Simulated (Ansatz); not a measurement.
# Ge3As2: the cost of one run

Computed with Ansatz 0.2.0 (DFT PBE, scalar-relativistic, plane waves, PAW, unless a step names another level, unless a step's input says otherwise).

4 further runs of the same task are left out: 3 that didn't finish, 1 set aside as unsound or not needed.

## (1) The system as given

Symmetry: Imm2, No. 44, orthorhombic system. The conventional cell has a = 3.855 Å, b = 12.192 Å, c = 4.899 Å, α = 90.00°, β = 90.00°, γ = 90.00°. Around Ge (site symmetry m) lie 3 As at 2.54 to 2.56 Å. Ge (site symmetry mm2) has 2 As at 2.66 Å and 4 Ge at 2.95 Å as nearest neighbours. As (site symmetry m) is surrounded by 4 Ge at 2.54 to 2.66 Å.

As a file:

```cif
data_structure
_symmetry_space_group_name_H-M 'Imm2'
_symmetry_Int_Tables_number 44
_cell_length_a 3.8552
_cell_length_b 12.1924
_cell_length_c 4.8988
_cell_angle_alpha 90.000
_cell_angle_beta 90.000
_cell_angle_gamma 90.000
_cell_volume 230.27
loop_
_atom_site_label
_atom_site_type_symbol
_atom_site_symmetry_multiplicity
_atom_site_Wyckoff_symbol
_atom_site_fract_x
_atom_site_fract_y
_atom_site_fract_z
_atom_site_occupancy
Ge1 Ge 4 d 0.00000 0.14673 0.16661 1
Ge2 Ge 2 b 0.50000 0.00000 0.89510 1
As1 As 4 d 0.50000 0.15471 0.51084 1
```

It came out lowest among 22 distinct ends of the trial cells. At a tolerance of 0.05 Å it has space group Imm2 (No. 44).

## (2) Tight relaxation for the response runs, on the response runs' mesh and smearing

The input, input.yaml:

```yaml
crystal:
  lattice:
    - [-1.9276118791, 6.0962097526, 2.4494070935]
    - [1.9276118791, -6.0962097526, 2.4494070935]
    - [1.9276118791, 6.0962097526, -2.4494070935]
  atoms:
    - { symbol: Ge, position: [0.313340171, 0.166607366, 0.146732805] }
    - { symbol: Ge, position: [0.019874561, 0.166607366, 0.853267195] }
    - { symbol: Ge, position: [0.8950971718, 0.3950971718, 0.5] }
    - { symbol: As, position: [0.6655557064, 0.0108435606, 0.6547121458] }
    - { symbol: As, position: [0.3561314148, 0.0108435606, 0.3452878542] }
basis:
  ecutwfc: 420
kpoints:
  mp_grid: { grid: [10, 10, 10] }
hamiltonian:
  xc: pbe
scf:
  occupations: { method: gaussian, width: 0.1 }
output:
  forces: true
  stress: true
  eigenvalues: true
relax:
  adjacent_minimum: "off"
  f_tol: 0.001
  max_steps: 60
  cell: { stress_tol: 0.01 }
```

On the command line:

```
$ ansatz run input.yaml --threads 3 --pin off --max-ram 7680MiB --backend cpu --events-out ev --progress --plain --runs-dir out
```

What time and memory should one allow on 3 threads of AMD EPYC 7R43 (Zen 3), shared host?

About 87 s, with a peak of 0.91 GiB.
